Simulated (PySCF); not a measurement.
# [TaOCl4]-: geometry, NMR shifts and electronic excitations

Aim: predict the NMR shifts and electronic excitations of [TaOCl4]- (`[O]=[Ta-]([Cl])([Cl])([Cl])[Cl]`).

Programs: PySCF 2.14.0, with density-fitted response routines of our own. Each step states its level of theory. These are calculated values for one molecule in the gas phase, unless marked as measured. Atoms count from 0, in the outputs and in this text.

## 1. Starting geometry

6 atoms, charge -1, multiplicity 1; geometry from: GFN2-xTB.

Bonds of the start (Å): Ta0–O1 1.71, Ta0–Cl2 2.34, Ta0–Cl3 2.34, Ta0–Cl4 2.34, Ta0–Cl5 2.34.

## 2. Geometry optimisation at PBE0-D3(BJ)/def2-SVP

What the job is given:

```
{"job": {"xc": "PBE0", "basis": "def2-SVP", "d3": "d3bj", "grid": 1, "maxiter": 40, "kind": "geom"}, "charge": -1, "multiplicity": 1}
Ta    -0.000150    -0.000670     0.186860
O      0.000870    -0.005420     1.892650
Cl     2.231100     0.012880    -0.523540
Cl    -0.012580     2.233550    -0.510980
Cl    -2.231530    -0.008620    -0.520090
Cl     0.012280    -2.231720    -0.524900
```

**Question.** This job is followed by: GIAO PBE0/pcSseg-1 Ta:def2-TZVP NMR shielding, non-relativistic, gas phase; TDDFT B3LYP/def2-SVPD, vertical, gas phase, core orbitals frozen in the response; GIAO wB97X-D/pcSseg-1 Ta:def2-TZVP NMR shielding, non-relativistic, gas phase. Predict these results of the whole session: point group; rotational constants (main isotopes); 17O shifts against H2O (PBE0/def2-TZVP+pcSseg-1); 35Cl shifts against HCl (PBE0/def2-TZVP+pcSseg-1, means over atoms taken as alike); lowest singlet (B3LYP/def2-SVPD); brightest single state of those computed; lowest triplet; range of the shift of Cl2.

As calculated:

| quantity | value |
| --- | --- |
| point group | C4v |
| rotational constants (main isotopes) | 1.09, 1.09, 0.67 GHz |
| 17O shifts against H2O (PBE0/def2-TZVP+pcSseg-1) | 862.8 ppm |
| 35Cl shifts against HCl (PBE0/def2-TZVP+pcSseg-1, means over atoms taken as alike) | 299 ppm |
| lowest singlet (B3LYP/def2-SVPD) | 4.06 eV (305 nm), f = 0.000 |
| brightest single state of those computed | state 5, 4.70 eV, f = 0.066 |
| lowest triplet | 3.62 eV |
| range of the shift of Cl2 | 266 to 299 ppm |

In words: Relaxing lowered the energy by 0.157 eV in 5 steps; the close pair that moved most is Ta0–Cl3, from 2.341 to 2.393 Å. At PBE0/def2-TZVP+pcSseg-1: The widest tensor belongs to O1: span 1141 ppm, with a paramagnetic part of -921 ppm. The lowest singlet, at 4.06 eV, is HOMO→LUMO 0.98 and is dark; of the 10 states computed, the strongest absorption comes from states 5 to 6 together at 4.70 eV. The lowest triplet lies 0.45 eV below the lowest singlet (triplets in Tamm-Dancoff, singlets in full TDDFT). Spin-orbit coupling, left out, mixes singlets and triplets in elements this heavy. The lowest singlet lies above −ε(HOMO); no detachment energy was computed, so the anion's states may not be bound. In ppm, Cl2 (with its like atoms) moves most: its shift spreads over 33 ppm, from 266 (wB97X-D/def2-TZVP+pcSseg-1) to 299 (PBE0/def2-TZVP+pcSseg-1). Spin-orbit coupling is left out, which matters for shieldings and couplings at and beside the heavy atoms.
